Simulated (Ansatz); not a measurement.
# C3H7AlSi: up Jacob's ladder to CCSD(T)

An exercise on one series of results from a longer session: the logs are not shown, and one member is left open.

Computed with Ansatz 0.2.0, Gaussian basis. Level: functionals in def2-TZVPP, the program's frozen cores in correlated methods.

The runs, in order: PBE-D4, r2SCAN-D4, PBE0-D4, B3LYP-D4, ωB97X-V, ωB97M-V, B2PLYP; CCSD(T)/def2-TZVPP; MP2/def2-QZVPP; extrapolation to the limit.

### Structure used throughout

The geometry comes from an earlier relaxation with PBE0-D4 in a triple-zeta def2 set; it is a stationary point, not always the lowest conformer.

SMILES `[AlH2][C]1=C[SiH2]C1`, 12 atoms, charge 0, spin multiplicity 1.

Atoms are counted from 1 here; the program's logs count them from 0.

Bond lengths: Al1–C2 1.955 Å, Al1–H6 1.588 Å, Al1–H7 1.588 Å, C2–C3 1.357 Å, C2–C5 1.536 Å, C3–Si4 1.856 Å, C3–H8 1.085 Å, Si4–C5 1.892 Å, Si4–H9 1.492 Å, Si4–H10 1.492 Å, C5–H11 1.093 Å, C5–H12 1.093 Å. Angles: C2–Al1–H6 117.6°, C2–Al1–H7 121.3°, H6–Al1–H7 121.2°, Al1–C2–C3 123.4°, Al1–C2–C5 130.1°, C3–C2–C5 106.5°, C2–C3–Si4 91.8°, C2–C3–H8 126.1°, Si4–C3–H8 142.1°, C3–Si4–C5 76.5°, C3–Si4–H9 117.9°, C3–Si4–H10 117.9°, C5–Si4–H9 117.6°, C5–Si4–H10 117.7°, H9–Si4–H10 107.2°, C2–C5–Si4 85.1°, C2–C5–H11 113.8°, C2–C5–H12 113.8° and more.

Set-up of the first run:

Contents of in.yaml:

```yaml
crystal:
  periodic: [false, false, false]
  atoms:
    - {symbol: Al, position_ang: [-2.280525, -0.367583, 0.607745]}
    - {symbol: C, position_ang: [-0.403748, -0.049771, 0.162187]}
    - {symbol: C, position_ang: [0.477183, 0.535040, 1.013219]}
    - {symbol: Si, position_ang: [1.853439, 0.397376, -0.223926]}
    - {symbol: C, position_ang: [0.375556, -0.368838, -1.122566]}
    - {symbol: H, position_ang: [-2.781624, 0.087354, 2.044286]}
    - {symbol: H, position_ang: [-3.268578, -1.055560, -0.428146]}
    - {symbol: H, position_ang: [0.259219, 0.887605, 2.015704]}
    - {symbol: H, position_ang: [2.421329, 1.660519, -0.778165]}
    - {symbol: H, position_ang: [3.002020, -0.495216, 0.106558]}
    - {symbol: H, position_ang: [0.424154, -1.435305, -1.355257]}
    - {symbol: H, position_ang: [-0.001524, 0.149279, -2.007541]}
basis:
  gaussian: {orbitals: def2-TZVPP}
hamiltonian: {xc: pbe, dispersion: d4}
output: {forces: true, orbitals: {seedname: orbitals}}
```

Started as:

```
$ ansatz run in.yaml --threads 4 --pin off --events-out ev --progress --plain --max-ram 10444MiB
```

Steps of the session up to this table: PBE-D4 (GGA); r2SCAN-D4 (meta-GGA); PBE0-D4 (hybrid); B3LYP-D4 (hybrid); ωB97X-V (range-separated); ωB97M-V (range-separated); B2PLYP (double hybrid); CCSD(T) in def2-TZVPP; MP2 in def2-QZVPP.

One of the session's tables, all rows but one given; the rest of the session is left out.

```
            method  atomisation energy (kJ/mol)
            PBE-D4                       4375.2
         r2SCAN-D4                       4332.4
           PBE0-D4                            ?
          B3LYP-D4                       4312.4
           ωB97X-V                       4339.0
           ωB97M-V                       4332.9
            B2PLYP                       4267.5
     HF/def2-TZVPP                       3233.2
    MP2/def2-TZVPP                       4265.9
   CCSD/def2-TZVPP                       4150.5
CCSD(T)/def2-TZVPP                       4212.9
           MP2/CBS                       4371.7
       CCSD(T)/CBS                       4318.6
```

**Question.** Estimate the row for PBE0-D4.

**Answer.** atomisation energy (kJ/mol): 4330.5. In the column «atomisation energy (kJ/mol)» it lies between CCSD(T)/CBS (4318.6) and r2SCAN-D4 (4332.4).

Caveats from the session: Free atoms (1 Al, 3 C, 1 Si, 7 H) were run apart at each level; the atomisation energy is their sum less the molecule, without zero-point or spin-orbit terms.
